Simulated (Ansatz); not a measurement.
# BeHBr: from the start to rest

Aim: in BeHBr, a borrowed structure type, volume estimated, relax cell and atoms, then read levels, charges and fields where it ends.

All numbers below are computed with Ansatz 0.2.0 (DFT, r2SCAN, no spin polarisation, plane waves, PAW).

**1. The cell**

Symmetry: P4/nmm, No. 129, tetragonal system. The conventional cell has a = 3.490 Å, b = 3.490 Å, c = 7.157 Å, α = 90.00°, β = 90.00°, γ = 90.00°. Be (site symmetry 4mm) is surrounded by 4 H at 2.01 Å and 4 Br at 2.82 Å. H (site symmetry -4m2) is surrounded by 4 Be at 2.01 Å. Br (site symmetry 4mm) has 4 Be at 2.82 Å as nearest neighbours.

Symmetry-reduced, conventional setting; the input below types the cell that was run:

```cif
data_structure
_symmetry_space_group_name_H-M 'P4/nmm:1'
_symmetry_Int_Tables_number 129
_cell_length_a 3.4901
_cell_length_b 3.4901
_cell_length_c 7.1565
_cell_angle_alpha 90.000
_cell_angle_beta 90.000
_cell_angle_gamma 90.000
_cell_volume 87.17
loop_
_atom_site_label
_atom_site_type_symbol
_atom_site_symmetry_multiplicity
_atom_site_Wyckoff_symbol
_atom_site_fract_x
_atom_site_fract_y
_atom_site_fract_z
_atom_site_occupancy
Be1 Be 2 c 0.00000 0.50000 0.14000 1
H1 H 2 a 0.00000 0.00000 0.00000 1
Br1 Br 2 c 0.00000 0.50000 0.67000 1
```

It starts from an earlier solution of the starting cell (checkpoint.read).

**2. The relaxation**

input.yaml

```yaml
crystal:
  lattice:
    - [3.490062, 0.0, 0.0]
    - [0.0, 3.490062, 0.0]
    - [0.0, 0.0, 7.156526]
  atoms:
    - { symbol: Be, position: [0.0, 0.5, 0.14] }
    - { symbol: Be, position: [0.5, 0.0, 0.86] }
    - { symbol: H, position: [0.0, 0.0, 0.0] }
    - { symbol: H, position: [0.5, 0.5, 0.0] }
    - { symbol: Br, position: [0.0, 0.5, 0.67] }
    - { symbol: Br, position: [0.5, 0.0, 0.33] }
  symmetry: { tolerance: 0.0003 }
kpoints:
  mp_grid: { grid: [8, 8, 4], shift: [0, 0, 0] }
magnetization:
  spin_polarized: false
scf:
  occupations: { method: fermi_dirac }
  lower_state_search: "off"
hamiltonian:
  pseudopotentials: { kind: paw }
  xc: r2scan
basis:
  ecutwfc: 500
  fft_grid_basis: typed
relax:
  max_steps: 60
  cell: { p_target: 0.0 }
output:
  forces: true
  stress: true
  eigenvalues: true
  bader: true
  populations: true
  elf: true
  write_potential: true
  volumetric_format: npy
  dos:
    e_range: [-12, 8]
    de: 0.05
    projected: { site_lists: { Be: [Be], Br: [Br], H: [H] } }
checkpoint:
  read: saved_state
```

Command:

```bash
> ansatz run input.yaml --threads 2 --pin off --max-ram 3584MiB --backend cpu --events-out ev --progress --plain --runs-dir out
```

**Question.** What will these runs give? Wanted: moves; energy gained; largest move; cell; volume; pressure at the end; gap; least direct gap; Bader charges.

As calculated:

```
                                      quantity                                                                      value
                                         moves                                                                          7
                                 energy gained                                                             202.3 meV/atom
                                  largest move                                                                0.35 Å (Br)
          space group (0.01 Å), before / after                                                            P4/nmm / P4/nmm
                                          cell  a = 3.149 Å, b = 3.149 Å, c = 8.127 Å, α = 90.00°, β = 90.00°, γ = 90.00°
                                        volume                                                     13.43 Å³/atom (-7.6 %)
                           pressure at the end                                                                   0.00 GPa
formation energy (elements from separate runs)                                                               0.11 eV/atom
                                    gap (mesh)                                                          0.63 eV, indirect
                              least direct gap                                                                    2.88 eV
                                 Bader charges                                              Be +1.70, H -0.92, Br -0.78 e
```

**Reading.** The volume shrank by 7.6 %, and the largest move of an atom is 0.35 Å apart from the change of the cell; the energy fell by 202.3 meV per atom. The shape changed more than that tells: the edges moved by -10, -10, +14 %. With 16 symmetry operations imposed, the end may be a saddle point towards distortions that break them. The levels show a gap of 0.63 eV, with the least direct gap at 2.88 eV; within 0.7 eV of the edges the states project mainly on Br p (75 %) and H s (21 %) below and Be s (83 %) above. Gaps from semilocal functionals tend to lie below the measured ones. Be loses most charge (+1.70 e on average) and H gains most (-0.92 e). Against the elements' reference phases (Be hcp, H2 molecule, solid Br2 (Cmce); separate runs with the same functional) the formation energy is 0.11 eV per atom, so at this geometry it is not bound against them.
